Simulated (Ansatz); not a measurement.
CH5B2O, SMILES BO[B]C: an atomisation energy, run with Ansatz's Python interface.

`run_tae.py`
```python
"""Atomisation energy of CH5B2O at the given geometry."""

from collections import Counter

import ansatz as az

BASIS = "def2-SVP"
FUNCTIONAL = "r2SCAN"


def total_energy(molecule, charge=0, unpaired=0):
    calc = (
        molecule.calculation()
        .basis(gaussian=BASIS)
        .functional(FUNCTIONAL)
    )
    if charge:
        calc = calc.charge(charge)
    if unpaired:
        calc = calc.spin("collinear", total=unpaired)
    return calc.run(threads=1).report["free_energy_ev"]


def main() -> None:
    molecule = (
        az.Crystal.molecule()
        .atom("B", [1.7941, 0.386, -0.0129])
        .atom("O", [0.6718, 0.9465, -0.7654])
        .atom("B", [-0.4854, 0.8446, 0.1246])
        .atom("C", [-1.4595, -0.408, 0.0449])
        .atom("H", [2.0605, -0.7616, -0.1129])
        .atom("H", [2.4815, 1.0915, 0.6409])
        .atom("H", [-2.2693, -0.2927, 0.7942])
        .atom("H", [-1.9024, -0.4691, -0.9705])
        .atom("H", [-0.8913, -1.3371, 0.2569])
    )

    # Hund ground states
    unpaired = {"B": 1, "O": 2, "C": 2, "H": 1}
    counts = Counter(site.symbol for site in molecule.cartesian_sites)
    atom_energy = {s: total_energy(az.Crystal.molecule().atom(s, (0, 0, 0)), 0, unpaired[s]) for s in counts}
    whole = total_energy(molecule, 0, 1)
    for s, e in atom_energy.items():
        print(f"{s:2s} x{counts[s]}  {e:14.5f} eV")
    print(f"CH5B2O: {whole:.5f} eV")
    split = sum(counts[s] * e for s, e in atom_energy.items()) - whole
    print(f"atomisation energy (no zero-point term): {23.060548 * split:.1f} kcal/mol, {split / sum(counts.values()):.3f} eV an atom")


if __name__ == "__main__":
    main()
```

What does it cost to take this molecule apart into atoms?

824.6 kcal/mol from the electronic energies, without the zero-point term.

The output:

`python run_tae.py` gives:
```text
B  x2      -669.59003 eV
O  x1     -2039.86316 eV
C  x1     -1028.24726 eV
H  x5       -13.58417 eV
CH5B2O: -4510.96872 eV
atomisation energy (no zero-point term): 824.6 kcal/mol, 3.973 eV an atom
```

Caveats:
- Total energies depend on the basis set; only differences at equal settings carry meaning.
- The geometry is a force-field or estimated start, not a minimum of this method, and the basis set is short of its limit. All parts are taken at fixed geometry, without zero-point energy.
- The species is open-shell (spin multiplicity 2).
- The whole script took 10 s on 1 thread of Arm Neoverse V1, with other jobs on the host, peak memory 0.22 GiB.

(Lines on the test bed's own set-up are left out of the output.)
